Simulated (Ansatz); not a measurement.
# C₂H₉BN₂: small, medium and large basis sets

An exercise on one series of results from a longer session: the logs are not shown, and one member is left open.

Program: Ansatz 0.2.0, Gaussian basis. Level of theory: one geometry, several basis sets. These are calculated values, not measurements.

The runs, in order: PBE0-D4/def2-SVP; ωB97M-V/def2-SVP; PBE0-D4/def2-QZVPP; ωB97M-V/def2-QZVPP; the functionals' def2-TZVPP values are taken from earlier runs.

### The relaxed structure

An earlier PBE0-D4 in a triple-zeta def2 set relaxation fixed the geometry.

SMILES `CCB(N)N`, 14 atoms, charge 0, spin multiplicity 1.

Atoms are counted from 1 here; the program's logs count them from 0.

Bond lengths: C1–C2 1.531 Å, C1–H6 1.094 Å, C1–H7 1.093 Å, C1–H8 1.093 Å, C2–B3 1.586 Å, C2–H9 1.096 Å, C2–H10 1.096 Å, B3–N4 1.416 Å, B3–N5 1.415 Å, N4–H11 1.004 Å, N4–H12 1.003 Å, N5–H13 1.003 Å, N5–H14 1.004 Å. Angles: C2–C1–H6 112.0°, C2–C1–H7 111.3°, C2–C1–H8 111.2°, H6–C1–H7 107.6°, H6–C1–H8 107.6°, H7–C1–H8 107.0°, C1–C2–B3 112.1°, C1–C2–H9 109.2°, C1–C2–H10 109.2°, B3–C2–H9 110.2°, B3–C2–H10 110.2°, H9–C2–H10 105.7°, C2–B3–N4 119.7°, C2–B3–N5 119.7°, N4–B3–N5 120.6°, B3–N4–H11 124.5°, B3–N4–H12 122.0°, H11–N4–H12 113.5° and more.

Set-up of the first run:

in.yaml

```yaml
crystal:
  periodic: [false, false, false]
  atoms:
    - {symbol: C, position_ang: [-0.925132, 1.518616, 0.252053]}
    - {symbol: C, position_ang: [0.239137, 0.650017, 0.735754]}
    - {symbol: B, position_ang: [0.393513, -0.674706, -0.122321]}
    - {symbol: N, position_ang: [-0.344640, -1.829362, 0.232483]}
    - {symbol: N, position_ang: [1.231214, -0.678303, -1.263281]}
    - {symbol: H, position_ang: [-1.029801, 2.430981, 0.845714]}
    - {symbol: H, position_ang: [-1.873565, 0.977538, 0.308913]}
    - {symbol: H, position_ang: [-0.789501, 1.817567, -0.790938]}
    - {symbol: H, position_ang: [0.086991, 0.400431, 1.792153]}
    - {symbol: H, position_ang: [1.164755, 1.235732, 0.699063]}
    - {symbol: H, position_ang: [-0.338981, -2.689221, -0.286545]}
    - {symbol: H, position_ang: [-0.939951, -1.853043, 1.039331]}
    - {symbol: H, position_ang: [1.768194, 0.125338, -1.531100]}
    - {symbol: H, position_ang: [1.344767, -1.460886, -1.882576]}
basis:
  gaussian: {orbitals: def2-SVP}
hamiltonian: {xc: pbe0, dispersion: d4}
output: {orbitals: {seedname: orbitals}}
```

Among the steps run: PBE0-D4 in def2-SVP; ωB97M-V in def2-SVP; PBE0-D4 in def2-QZVPP; ωB97M-V in def2-QZVPP.

One of the session's tables, all rows but one given; the rest of the session is left out.

It belongs to the step «Density functionals: the series». 

```
functional       basis  HOMO (eV)  LUMO (eV)
   PBE0-D4    def2-SVP      -6.48       1.70
   PBE0-D4  def2-TZVPP          ?          ?
   PBE0-D4  def2-QZVPP      -6.82       0.45
   ωB97M-V    def2-SVP      -8.87       3.29
   ωB97M-V  def2-TZVPP      -9.15       2.16
   ωB97M-V  def2-QZVPP      -9.20       1.50
```

**Question.** Estimate the row for PBE0-D4, def2-TZVPP.

As computed: HOMO (eV): -6.76; LUMO (eV): 0.85. In the column «HOMO (eV)» it lies between PBE0-D4, def2-QZVPP (-6.82) and PBE0-D4, def2-SVP (-6.48).
